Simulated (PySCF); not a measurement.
# C8H14Si: the cost of one run

Programs: PySCF 2.14.0, with routines of our own; each step states its level. All values are computed. Atoms count from 0.

## 1. The starting structure

23 atoms, charge 0, multiplicity 1; geometry from: GFN2-xTB.

## 2. Optimising the geometry at PBE0-D3(BJ)/def2-SVP

The job: settings as JSON, then the geometry in Å.

```
{"job": {"xc": "PBE0", "basis": "def2-SVP", "d3": "d3bj", "grid": 2, "kind": "geom"}, "charge": 0, "multiplicity": 1}
Si     2.551548    -0.497963     1.174406
C      1.029811    -0.548452     0.067205
C      0.083839    -1.472413     0.222575
C     -1.205132    -1.615882    -0.539654
C     -2.002818    -0.305539    -0.725241
C     -1.856905     0.601200     0.457015
C     -0.892157     1.494049     0.616510
C      0.228131     1.794049    -0.339952
C      0.906931     0.552074    -0.949867
H      3.752428    -0.558905     0.332584
H      2.530949    -1.625829     2.104888
H      2.582126     0.760033     1.928364
H      0.233993    -2.232546     0.979297
H     -1.000647    -2.047694    -1.525382
H     -1.831910    -2.329635    -0.001209
H     -1.677356     0.214879    -1.624960
H     -3.055591    -0.563324    -0.861274
H     -2.590844     0.474685     1.242097
H     -0.887393     2.091433     1.519278
H      0.983892     2.368329     0.199428
H     -0.145216     2.430393    -1.149765
H      1.901677     0.845981    -1.295753
H      0.355893     0.198062    -1.820512
```

Command:

```sh
$ OMP_NUM_THREADS=1 python excited_run.py task.json out
```

One launch serves the whole session: the jobs run in the order shown.

Q: Estimate the wall time and peak memory of this first job on 1 thread of Arm Neoverse V2, shared host.

About 3.6 min, with a peak of 0.92 GiB.
